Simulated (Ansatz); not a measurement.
# C8H23N3OTi: a ladder of functionals and wavefunction methods

One table from this session's results is given with a row withheld; the runs are named, their logs left out.

Computed with Ansatz 0.2.0, Gaussian basis. Level: functionals in def2-TZVPP, the program's frozen cores in correlated methods.

Levels to be run: LDA (SPW92), PBE-D4, revPBE-D4, BLYP-D4, r2SCAN-D4, B97M-V, PBE0-D4, B3LYP-D4, r2SCANh-D4, r2SCAN0-D4, HSE06-D4, BHLYP-D4, CAM-B3LYP-D4, LC-ωPBE, ωB97X-V, ωB97M-V, B2PLYP, PBE-QIDH; CCSD(T)/def2-SVP.

### Structure used throughout

All runs share one geometry, relaxed beforehand with PBE0-D4 in a triple-zeta def2 set.

SMILES `CC[O][Ti]([N](C)C)([N](C)C)[N](C)C`, 36 atoms, charge 0, spin multiplicity 1.

Atoms are counted from 1 here; the program's logs count them from 0.

Bond lengths: C1–C2 1.515 Å, C1–H14 1.093 Å, C1–H15 1.093 Å, C1–H16 1.092 Å, C2–O3 1.389 Å, C2–H17 1.100 Å, C2–H18 1.098 Å, O3–Ti4 1.809 Å, Ti4–N5 1.893 Å, Ti4–N8 1.897 Å, Ti4–N11 1.898 Å, N5–C6 1.441 Å, N5–C7 1.437 Å, C6–H19 1.100 Å, C6–H20 1.101 Å, C6–H21 1.095 Å, C7–H22 1.091 Å, C7–H23 1.101 Å and more. Angles: C2–C1–H14 110.6°, C2–C1–H15 110.6°, C2–C1–H16 110.6°, H14–C1–H15 108.5°, H14–C1–H16 108.4°, H15–C1–H16 108.1°, C1–C2–O3 112.1°, C1–C2–H17 109.8°, C1–C2–H18 109.8°, O3–C2–H17 109.5°, O3–C2–H18 108.9°, H17–C2–H18 106.7°, C2–O3–Ti4 153.8°, O3–Ti4–N5 111.7°, O3–Ti4–N8 111.5°, O3–Ti4–N11 112.1°, N5–Ti4–N8 108.0°, N5–Ti4–N11 105.3° and more.

Geometry (Å):

```xyz
36
charge 0, multiplicity 1
C     0.4034    2.3249    2.7134
C     0.1459    2.8108    1.3017
O     0.2952    1.7967    0.3644
Ti    0.0438    0.1203   -0.2680
N    -1.7378   -0.1496   -0.8483
C    -2.7919    0.3537   -0.0043
C    -2.2278   -0.7299   -2.0682
N     1.1985   -0.2539   -1.7261
C     1.5458    0.8002   -2.6461
C     1.8569   -1.4961   -2.0275
N     0.3419   -1.1979    1.0649
C     1.6060   -1.1407    1.7558
C    -0.5073   -2.2521    1.5449
H     0.2639    3.1371    3.4318
H    -0.2821    1.5133    2.9711
H     1.4245    1.9499    2.8113
H    -0.8687    3.2287    1.2316
H     0.8401    3.6260    1.0568
H    -3.3847    1.1319   -0.5076
H    -3.4858   -0.4460    0.2962
H    -2.3841    0.7916    0.9128
H    -1.3975   -1.0815   -2.6818
H    -2.8076   -0.0043   -2.6591
H    -2.8914   -1.5851   -1.8680
H     1.2396    0.5556   -3.6744
H     1.0553    1.7367   -2.3672
H     2.6306    0.9848   -2.6622
H     1.5889   -2.2587   -1.2945
H     2.9525   -1.3866   -2.0236
H     1.5756   -1.8700   -3.0241
H     2.1751   -2.0750    1.6352
H     2.2281   -0.3284    1.3662
H     1.4775   -0.9697    2.8355
H    -0.0363   -3.2392    1.4172
H    -0.7287   -2.1407    2.6179
H    -1.4518   -2.2568    0.9997
```

Set-up of the first run:

in.yaml reads:

```yaml
crystal:
  periodic: [false, false, false]
  atoms:
    - {symbol: C, position_ang: [0.403352, 2.324850, 2.713395]}
    - {symbol: C, position_ang: [0.145946, 2.810847, 1.301670]}
    - {symbol: O, position_ang: [0.295244, 1.796695, 0.364354]}
    - {symbol: Ti, position_ang: [0.043783, 0.120342, -0.268001]}
    - {symbol: N, position_ang: [-1.737770, -0.149591, -0.848296]}
    - {symbol: C, position_ang: [-2.791883, 0.353686, -0.004280]}
    - {symbol: C, position_ang: [-2.227796, -0.729910, -2.068190]}
    - {symbol: N, position_ang: [1.198474, -0.253856, -1.726080]}
    - {symbol: C, position_ang: [1.545774, 0.800214, -2.646131]}
    - {symbol: C, position_ang: [1.856879, -1.496078, -2.027504]}
    - {symbol: N, position_ang: [0.341926, -1.197869, 1.064866]}
    - {symbol: C, position_ang: [1.606032, -1.140687, 1.755841]}
    - {symbol: C, position_ang: [-0.507287, -2.252093, 1.544915]}
    - {symbol: H, position_ang: [0.263945, 3.137098, 3.431773]}
    - {symbol: H, position_ang: [-0.282074, 1.513257, 2.971051]}
    - {symbol: H, position_ang: [1.424502, 1.949908, 2.811295]}
    - {symbol: H, position_ang: [-0.868740, 3.228665, 1.231627]}
    - {symbol: H, position_ang: [0.840080, 3.626020, 1.056762]}
    - {symbol: H, position_ang: [-3.384666, 1.131928, -0.507640]}
    - {symbol: H, position_ang: [-3.485832, -0.445955, 0.296202]}
    - {symbol: H, position_ang: [-2.384069, 0.791639, 0.912785]}
    - {symbol: H, position_ang: [-1.397483, -1.081497, -2.681761]}
    - {symbol: H, position_ang: [-2.807625, -0.004283, -2.659103]}
    - {symbol: H, position_ang: [-2.891401, -1.585053, -1.867983]}
    - {symbol: H, position_ang: [1.239601, 0.555631, -3.674404]}
    - {symbol: H, position_ang: [1.055254, 1.736690, -2.367219]}
    - {symbol: H, position_ang: [2.630634, 0.984839, -2.662207]}
    - {symbol: H, position_ang: [1.588921, -2.258712, -1.294516]}
    - {symbol: H, position_ang: [2.952531, -1.386595, -2.023647]}
    - {symbol: H, position_ang: [1.575625, -1.869989, -3.024065]}
    - {symbol: H, position_ang: [2.175124, -2.075022, 1.635184]}
    - {symbol: H, position_ang: [2.228147, -0.328356, 1.366232]}
    - {symbol: H, position_ang: [1.477549, -0.969742, 2.835489]}
    - {symbol: H, position_ang: [-0.036306, -3.239188, 1.417202]}
    - {symbol: H, position_ang: [-0.728709, -2.140735, 2.617916]}
    - {symbol: H, position_ang: [-1.451787, -2.256802, 0.999665]}
basis:
  gaussian: {orbitals: def2-TZVPP}
hamiltonian: {xc: lda}
output: {orbitals: {seedname: orbitals}}
```

Steps of the session up to this table: LDA; PBE-D4 (GGA); revPBE-D4 (GGA); BLYP-D4 (GGA); r2SCAN-D4 (meta-GGA); B97M-V (meta-GGA); PBE0-D4 (hybrid); B3LYP-D4 (hybrid); r2SCANh-D4 (hybrid); r2SCAN0-D4 (hybrid); HSE06-D4 (hybrid); BHLYP-D4 (hybrid); CAM-B3LYP-D4 (range-separated); LC-ωPBE (range-separated); ωB97X-V (range-separated); ωB97M-V (range-separated); B2PLYP (double hybrid); PBE-QIDH (double hybrid).

One of the session's tables, all rows but one given; the rest of the session is left out.

It belongs to the step «Frontier levels by functional». 

```
  functional  HOMO (eV)  gap (eV)
 LDA (SPW92)      -4.76      3.24
      PBE-D4      -4.63      3.29
   revPBE-D4      -4.57      3.31
     BLYP-D4      -4.52      3.29
   r2SCAN-D4      -4.84      3.61
      B97M-V      -5.01      3.67
     PBE0-D4      -5.86      5.48
    B3LYP-D4      -5.66      5.02
  r2SCANh-D4      -5.31      4.44
  r2SCAN0-D4      -6.02      5.72
    HSE06-D4      -5.46      4.70
    BHLYP-D4      -7.05      7.79
CAM-B3LYP-D4      -7.19      7.92
     LC-ωPBE      -8.48     10.36
     ωB97X-V      -8.19      9.99
     ωB97M-V          ?         ?
```

Estimate the missing values for ωB97M-V.

As computed: HOMO (eV): -8.13; gap (eV): 9.71. In the column «HOMO (eV)» it lies between ωB97X-V (-8.19) and CAM-B3LYP-D4 (-7.19).
